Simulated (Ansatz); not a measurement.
# NbNiTe3: the cost of one run

Computed with Ansatz 0.2.0 (DFT PBE, scalar-relativistic, plane waves, PAW, unless a step's input says otherwise).

## 1. The starting structure

Symmetry: Pm-3m, No. 221, cubic system. The conventional cell has a = 4.902 Å, b = 4.902 Å, c = 4.902 Å, α = 90.00°, β = 90.00°, γ = 90.00°. Around Nb (site symmetry m-3m) lie 6 Te at 2.45 Å. Ni (site symmetry m-3m) has 12 Te at 3.47 Å in its first shell of neighbours. Te (site symmetry 4/mmm) has 2 Nb at 2.45 Å and 4 Ni at 3.47 Å in its first shell of neighbours.

Coordinates:

```xyz
5
Lattice="4.9021 0.0000 0.0000 0.0000 4.9021 0.0000 0.0000 0.0000 4.9021" Properties=species:S:1:pos:R:3 pbc="T T T"
Nb    2.4511    2.4511    2.4511
Ni    0.0000    0.0000    0.0000
Te    0.0000    2.4511    2.4511
Te    2.4511    0.0000    2.4511
Te    2.4511    2.4511    0.0000
```

(A quick probe on a coarse mesh, which set the mesh and smearing, is not shown.)

## 3. A loose first relaxation

Input file input.yaml:

```yaml
crystal:
  lattice:
    - [4.9021363501, 0.0, 0.0]
    - [0.0, 4.9021363501, 0.0]
    - [0.0, 0.0, 4.9021363501]
  atoms:
    - { symbol: Nb, position: [0.5, 0.5, 0.5] }
    - { symbol: Ni, position: [0.0, 0.0, 0.0], spin: 0.88 }
    - { symbol: Te, position: [0.0, 0.5, 0.5] }
    - { symbol: Te, position: [0.5, 0.0, 0.5] }
    - { symbol: Te, position: [0.5, 0.5, 0.0] }
basis:
  ecutwfc: 420
kpoints:
  mp_grid: { grid: [4, 4, 4] }
hamiltonian:
  xc: pbe
scf:
  occupations: { method: gaussian, width: 0.1 }
  lower_state_search: "off"
output:
  forces: true
  stress: true
  eigenvalues: true
  populations: true
magnetization:
  spin_polarized: true
relax:
  adjacent_minimum: "off"
  f_tol: 0.04
  max_steps: 70
  cell: { stress_tol: 0.4 }
```

Launch:

```
> ansatz run input.yaml --threads 1 --pin off --max-ram 2560MiB --backend cpu --events-out ev --progress --plain --runs-dir out
```

Q: Estimate wall time and peak memory on 1 thread of Arm Neoverse V2, shared host.

About 69 s, with a peak of 0.52 GiB.
